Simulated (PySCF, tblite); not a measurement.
# CHF3O3S: deprotonation, NMR shifts, part 2 of 2

tblite 0.8.0 and PySCF 2.14.0. Atoms count from 0. The steps go on from the part before.

## 12. Deprotonation: wB97X-D3(BJ)/ma-def2-TZVP

This step combines the energies above: geometries from PBE0-D3(BJ)/ma-def2-SVP, zero-point and thermal terms from PBE0-D3(BJ)/ma-def2-SVP.

Job settings and geometry (Å):

```
{"job": {"kind": "ac", "geom": {"xc": "PBE0", "basis": "ma-def2-SVP", "d3": "d3bj", "grid": 1}, "hess": 1, "level": {"xc": "wB97X", "basis": "ma-def2-TZVP", "d3": "d3bj"}}, "charge": 0, "multiplicity": 1}
O     -0.959323     1.199001     1.290747
S     -0.728197     0.442016     0.090000
O     -1.129654     0.875950    -1.231039
O     -1.282905    -1.050139     0.340356
C      1.100246     0.062658     0.012590
F      1.747367     1.174868    -0.264243
F      1.507127    -0.418868     1.167272
F      1.312773    -0.828224    -0.942886
H     -1.540955    -1.440717    -0.510861
```

Output (the driver's rows laid out field by field):

```text
deprotonation site by site, wB97X-D3(BJ)/ma-def2-TZVP // PBE0-D3(BJ)/ma-def2-SVP

row 1
  formula                 CF3O3S
  charge                  -1
  multiplicity            1
  smiles                  O=S(=O)([O-])C(F)(F)F
  kept                    yes
  pieces                  1
  point_group             C3v
  atom                    3
  element                 O
  electronic              1284.24
  enthalpy                1258.0
  free_energy             1230.97
  share_gas               1.0
```

It took 9.5 min on 1 thread of Intel Xeon 6975P-C, shared host; peak memory 1.1 GiB.

Energy needed to remove a proton (kJ/mol, gas phase, 298 K for the thermal columns):

| site | product | electronic | enthalpy | free energy |
| --- | --- | --- | --- | --- |
| O3 | O=S(=O)([O-])C(F)(F)F | 1284.2 | 1258.0 | 1231.0 |

## 13. NMR shifts: GIAO PBE0/pcSseg-1

Settings changed since step 12:

```diff
@@ -1,2 +1,2 @@
-{"job": {"kind": "ac", "geom": {"xc": "PBE0", "basis": "ma-def2-SVP", "d3": "d3bj", "grid": 1}, "hess": 1, "level": {"xc": "wB97X", "basis": "ma-def2-TZVP", "d3": "d3bj"}}, "charge": 0, "multiplicity": 1}
+{"job": {"kind": "nmr", "xc": "PBE0", "basis": "pcSseg-1", "pop": false}, "charge": 0, "multiplicity": 1}
 O     -0.959323     1.199001     1.290747
```

Level: GIAO PBE0/pcSseg-1 NMR shielding, non-relativistic, gas phase.

Output:

```text
coarse grid: 9848 points
cycle   1  E = -960.7610182918  dE =  2.269e+00  |g| = 1.520e+00  |ddm| = 3.106e+00
cycle   2  E = -959.5980402934  dE =  1.163e+00  |g| = 3.000e+00  |ddm| = 2.861e+00
cycle   3  E = -961.1593526646  dE = -1.561e+00  |g| = 2.610e-01  |ddm| = 2.078e+00
cycle   4  E = -961.1655808915  dE = -6.228e-03  |g| = 1.859e-01  |ddm| = 2.737e-01
cycle   5  E = -961.1713525521  dE = -5.772e-03  |g| = 2.621e-02  |ddm| = 1.195e-01
cycle   6  E = -961.1714707996  dE = -1.182e-04  |g| = 9.920e-03  |ddm| = 2.403e-02
cycle   7  E = -961.1714846384  dE = -1.384e-05  |g| = 4.123e-03  |ddm| = 8.115e-03
cycle   8  E = -961.1714876006  dE = -2.962e-06  |g| = 9.105e-04  |ddm| = 2.989e-03
final grid: 96768 points
cycle   9  E = -961.2679186377  dE = -3.284e-05  |g| = 9.293e-03  |ddm| = 1.924e-02
cycle  10  E = -961.2679001975  dE =  1.844e-05  |g| = 1.375e-02  |ddm| = 1.520e-02
cycle  11  E = -961.2679330775  dE = -3.288e-05  |g| = 1.818e-03  |ddm| = 9.445e-03
cycle  12  E = -961.2679336504  dE = -5.729e-07  |g| = 4.358e-04  |ddm| = 1.548e-03
cycle  13  E = -961.2679336783  dE = -2.792e-08  |g| = 1.801e-04  |ddm| = 3.643e-04
cycle  14  E = -961.2679336839  dE = -5.634e-09  |g| = 4.861e-05  |ddm| = 1.426e-04
cycle  15  E = -961.2679336843  dE = -3.415e-10  |g| = 2.103e-05  |ddm| = 4.096e-05
converged SCF energy = -961.2679336843

GIAO shielding tensors (ppm)
atom      isotropic    diamagn.    paramagn.     s11        s22        s33       span
  0 O      108.925     396.505    -287.579     67.783    115.062    143.931     76.148
  1 S      182.367    1050.127    -867.760     21.319    121.697    404.086    382.767
  2 O       97.834     398.601    -300.768     42.890     99.925    150.686    107.796
  3 O      131.960     393.918    -261.958     49.354     64.399    282.128    232.774
  4 C       58.646     246.732    -188.085     49.509     61.811     64.619     15.110
  5 F      265.603     470.973    -205.369    207.391    245.235    344.185    136.794
  6 F      262.407     471.936    -209.529    205.833    237.444    343.944    138.110
  7 F      262.940     473.489    -210.549    203.963    234.772    350.085    146.122
  8 H       26.275      30.635      -4.360     21.056     22.021     35.749     14.693
```

Run time: 8.9 s. Hardware: 1 thread of Intel Xeon 6975P-C, shared host; peak memory 0.86 GiB.

No reference compound was run at this level, so shieldings alone are listed. Atoms listed in one row are averaged.

| atoms | environment | σ (ppm) |
| --- | --- | --- |
| C4 | CF3 carbon | 58.6 |
| H8 | hydrogen on an oxygen bonded to S | 26.28 |
| O0, O2 | S=O oxygen | 103.4 |
| O3 | oxygen bonded to S, H | 132.0 |
| S1 | sulfonyl sulfur | 182 |
| F5, F6, F7 | fluorine of an SCF3 group | 263.7 |

## 14. NMR shifts (CF3O3S−): GIAO PBE0/pcSseg-1

Job settings and geometry (Å):

```
{"job": {"kind": "nmr", "xc": "PBE0", "basis": "pcSseg-1", "pop": false}, "charge": -1, "multiplicity": 1}
O     -0.935930     1.437303     1.027445
S     -0.780057     0.397493    -0.005528
O     -0.916879     0.859385    -1.398521
O     -1.411078    -0.899365     0.298723
C      1.047238    -0.001877     0.102749
F      1.798983     1.079536    -0.131303
F      1.384608    -0.463589     1.312318
F      1.404184    -0.932605    -0.789538
```

With the program's defaults for keys left out, this is: GIAO PBE0/pcSseg-1 NMR shielding, non-relativistic, gas phase.

Output:

```text
coarse grid: 9232 points
cycle   1  E = -960.2373679663  dE =  2.042e+00  |g| = 1.580e+00  |ddm| = 3.043e+00
cycle   2  E = -959.1398217668  dE =  1.098e+00  |g| = 2.961e+00  |ddm| = 2.894e+00
cycle   3  E = -960.6704776186  dE = -1.531e+00  |g| = 1.489e-01  |ddm| = 2.058e+00
cycle   4  E = -960.6739427341  dE = -3.465e-03  |g| = 6.833e-02  |ddm| = 1.826e-01
cycle   5  E = -960.6746214003  dE = -6.787e-04  |g| = 2.022e-02  |ddm| = 4.646e-02
cycle   6  E = -960.6746810353  dE = -5.964e-05  |g| = 4.205e-03  |ddm| = 1.353e-02
cycle   7  E = -960.6746839185  dE = -2.883e-06  |g| = 5.253e-04  |ddm| = 2.416e-03
final grid: 91392 points
cycle   8  E = -960.7733446754  dE = -3.170e-05  |g| = 1.000e-02  |ddm| = 1.823e-02
cycle   9  E = -960.7733246119  dE =  2.006e-05  |g| = 1.464e-02  |ddm| = 1.640e-02
cycle  10  E = -960.7733615796  dE = -3.697e-05  |g| = 1.607e-03  |ddm| = 9.990e-03
cycle  11  E = -960.7733620492  dE = -4.695e-07  |g| = 2.331e-04  |ddm| = 1.430e-03
cycle  12  E = -960.7733620576  dE = -8.481e-09  |g| = 1.171e-04  |ddm| = 2.375e-04
cycle  13  E = -960.7733620597  dE = -2.081e-09  |g| = 4.651e-05  |ddm| = 9.582e-05
cycle  14  E = -960.7733620601  dE = -3.581e-10  |g| = 1.076e-05  |ddm| = 3.671e-05
converged SCF energy = -960.7733620601

GIAO shielding tensors (ppm)
atom      isotropic    diamagn.    paramagn.     s11        s22        s33       span
  0 O      103.223     400.812    -297.590     52.336     73.307    184.025    131.689
  1 S      166.648    1048.969    -882.321     24.001    237.707    238.237    214.236
  2 O      103.184     401.343    -298.159     52.273     73.313    183.966    131.693
  3 O      103.228     402.070    -298.842     52.111     73.412    184.161    132.049
  4 C       55.689     248.316    -192.626     55.292     55.349     56.426      1.134
  5 F      274.458     473.843    -199.385    197.938    263.096    362.339    164.401
  6 F      274.761     474.548    -199.787    198.233    263.479    362.571    164.338
  7 F      274.712     475.023    -200.311    198.171    263.459    362.507    164.336
```

Run time: 8.2 s. Hardware: 1 thread of Intel Xeon 6975P-C, shared host; peak memory 0.82 GiB.

No reference compound was run at this level, so shieldings alone are listed. Atoms listed in one row are averaged.

| atoms | environment | σ (ppm) |
| --- | --- | --- |
| C4 | CF3 carbon | 55.7 |
| O0, O2, O3 | oxygen of an anionic S–O group | 103.2 |
| S1 | sulfonyl sulfur | 167 |
| F5, F6, F7 | fluorine of an SCF3 group | 274.6 |

## 15. Spectra of the species

Job settings and geometry (Å):

```
{"job": {"kind": "ac", "geom": {"xc": "PBE0", "basis": "ma-def2-SVP", "d3": "d3bj", "grid": 1}, "hess": 1, "level": {"xc": "wB97X", "basis": "ma-def2-TZVP", "d3": "d3bj"}, "spectra": true}, "charge": 0, "multiplicity": 1}
O     -0.959323     1.199001     1.290747
S     -0.728197     0.442016     0.090000
O     -1.129654     0.875950    -1.231039
O     -1.282905    -1.050139     0.340356
C      1.100246     0.062658     0.012590
F      1.747367     1.174868    -0.264243
F      1.507127    -0.418868     1.167272
F      1.312773    -0.828224    -0.942886
H     -1.540955    -1.440717    -0.510861
```

Output:

```text
nmr O=S(=O)(O)C(F)(F)F +0: GIAO PBE0/pcSseg-1 NMR shielding, non-relativistic, gas phase
nmr O=S(=O)([O-])C(F)(F)F -1: GIAO PBE0/pcSseg-1 NMR shielding, non-relativistic, gas phase
```

Wall time 17 s (1 thread of Intel Xeon 6975P-C, shared host); peak memory 0.82 GiB.

This step only lists the spectra that were run on the species above.

## 16. Outcome

What follows sums up all 2 parts.

```
                                                                       quantity                                                         value
                                      strongest single infrared mode (GFN2-xTB)                                         1349 cm⁻¹, 569 km/mol
                                                   zero-point energy (GFN2-xTB)                                                 22.2 kcal/mol
                                                                    point group                                                            C1
                                           rotational constants (main isotopes)                                          2.62, 1.56, 1.55 GHz
                            ΔH of deprotonation, O3 (wB97X-D3(BJ)/ma-def2-TZVP)                                                 1258.0 kJ/mol
shieldings of C, H, O, S, F (PBE0/pcSseg-1, a mean where the table joins atoms)  C4 58.6, H8 26.3, O0 103.4, O3 132.0, S1 182.4, F5 263.7 ppm
```

**Reading.** All 21 modes are real, so the xTB geometry is a minimum. The strongest single mode, at 1349 cm⁻¹, moves mainly S1 and O0. Unscaled tight-binding wavenumbers are off by several per cent, some by more. Its intensities can rank the bands wrongly. Relaxing lowered the energy by 0.101 eV in 14 steps; the close pair that moved most is S1–O3, from 1.583 to 1.611 Å (PBE0/ma-def2-SVP). The ΔH of deprotonation at O3 is 1258.0 kJ/mol at wB97X-D3(BJ)/ma-def2-TZVP; zero-point and thermal terms move it by -26.2 kJ/mol from the electronic value. At PBE0/pcSseg-1: The widest tensor belongs to S1: span 383 ppm, with a paramagnetic part of -868 ppm.
